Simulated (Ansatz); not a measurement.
This was printed by a script on Ansatz's Python interface, for harmonic frequencies at the relaxed geometry of C₂H₅FGe, SMILES [F][GeH]1[CH2][CH2]1. What did the script look like? Level of theory (for the species named): Hartree-Fock, def2-SVP basis, multiplicity 1.

The script reads `c2h5fge.xyz`:
```text
9

F    -0.58710   -0.52760   -2.31540
Ge   -0.18000    0.60730   -1.03260
C     0.91240   -0.19030    0.36960
C    -0.40360   -0.31960    0.67640
H    -0.93540    1.94530   -0.90360
H     1.44810   -1.11700    0.07510
H     1.50450    0.55670    1.01350
H    -0.83460   -1.34430    0.55870
H    -0.83570    0.34330    1.54110
```

Output of `python freq.py`:
```text
final positions (A) and the move of each atom
F    -0.60137   -0.37218   -2.34319    0.1585
Ge   -0.35034    0.55617   -0.90898    0.2166
C     0.94870   -0.12208    0.32405    0.0897
C    -0.53114   -0.38164    0.75106    0.1603
H    -0.68930    1.99744   -1.20775    0.3947
H     1.52066   -1.00211    0.04588    0.1390
H     1.51832    0.55797    0.95024    0.0648
H    -0.85319   -1.41838    0.73101    0.1885
H    -0.87373    0.13860    1.64047    0.2307
mode  1     194.5 1/cm    24.12 meV
mode  2     205.8 1/cm    25.51 meV
mode  3     514.0 1/cm    63.73 meV
mode  4     596.8 1/cm    73.99 meV
mode  5     664.5 1/cm    82.39 meV
mode  6     729.4 1/cm    90.43 meV
mode  7     730.7 1/cm    90.59 meV
mode  8     769.7 1/cm    95.43 meV
mode  9     791.4 1/cm    98.12 meV
mode 10     962.3 1/cm   119.31 meV
mode 11    1004.5 1/cm   124.54 meV
mode 12    1089.7 1/cm   135.11 meV
mode 13    1142.0 1/cm   141.59 meV
mode 14    1288.4 1/cm   159.74 meV
mode 15    1517.6 1/cm   188.16 meV
mode 16    1540.5 1/cm   191.00 meV
mode 17    2350.7 1/cm   291.46 meV
mode 18    3257.7 1/cm   403.90 meV
mode 19    3264.4 1/cm   404.74 meV
mode 20    3344.0 1/cm   414.61 meV
mode 21    3357.4 1/cm   416.27 meV
imaginary modes: 0  zero-point energy: 1.8174 eV
H(298 K) - E = 1.9784 eV
S(298 K, 1 bar) = 303.6 J/(mol K) with symmetry number 1
```

The script that was run (others could print the same):

The script, `freq.py`:
```python
'''Vibrations and zero-point energy of C2H5FGe.'''

import ansatz
from ase import Atoms
from ase.thermochemistry import IdealGasThermo
import numpy as np


def main() -> None:
    c2h5fge = ansatz.Crystal.molecule_from_extxyz('c2h5fge.xyz')

    calc = c2h5fge.calculation()
    calc = calc.basis(gaussian='def2-SVP')
    calc = calc.functional('hf')
    symbols = [site.symbol for site in c2h5fge.cartesian_sites]
    start = np.array([site.position_ang for site in c2h5fge.cartesian_sites], dtype=float)
    r = calc.relax(force_tolerance=0.003, max_steps=100).run().report
    end = np.array(r['positions_ang'])

    print('final positions (A) and the move of each atom')
    for symbol, xyz, old in zip(symbols, end, start):
        print(f'{symbol:2s} {xyz[0]:10.5f} {xyz[1]:10.5f} {xyz[2]:10.5f}   {np.linalg.norm(xyz - old):7.4f}')

    # frequencies need a stationary point, so they are taken at the relaxed geometry
    minimum = ansatz.Crystal.molecule()
    for symbol, place in zip(symbols, end):
        minimum = minimum.atom(symbol, place.tolist())
    vibrating = (
        minimum.calculation()
        .basis(gaussian='def2-SVP')
        .functional('hf')
        .phonons(temperatures=(298.15, 498.15, 100))
    )
    vib = vibrating.run().report['vibrations']
    sums = vib['harmonic_sums']
    modes = [m['omega_inv_cm'] for m in sums['modes_at_gamma'] if m['rigid_motion'] == 'no']
    for number, w in enumerate(modes, start=1):
        print(f'mode {number:2d} {w:9.1f} 1/cm {w / 8065.544 * 1000:8.2f} meV')
    print('imaginary modes:', sum(w < 0 for w in modes), ' zero-point energy:', round(sums['zero_point_energy_ev'], 4), 'eV')
    # rigid rotor and ideal gas, symmetry number taken as one
    gas = IdealGasThermo(vib_energies=[w / 8065.544 for w in modes if w > 0], geometry='linear' if len(modes) == 3 * len(symbols) - 5 else 'nonlinear',
                         atoms=Atoms(symbols, positions=end), symmetrynumber=1, spin=0.0)
    print(f'H(298 K) - E = {gas.get_enthalpy(298.15, verbose=False):.4f} eV')
    print(f'S(298 K, 1 bar) = {96485.33 * gas.get_entropy(298.15, 1e5, verbose=False):.1f} J/(mol K) with symmetry number 1')


if __name__ == '__main__':
    main()
```

Notes:
- The frequencies are harmonic and unscaled, in a modest basis.
- The entropy takes a symmetry number of 1; a symmetric molecule's is lower by R ln(sigma).
- It ran for 2.2 min on 1 thread of Arm Neoverse V1, with other jobs on the host, peak memory 0.33 GiB.
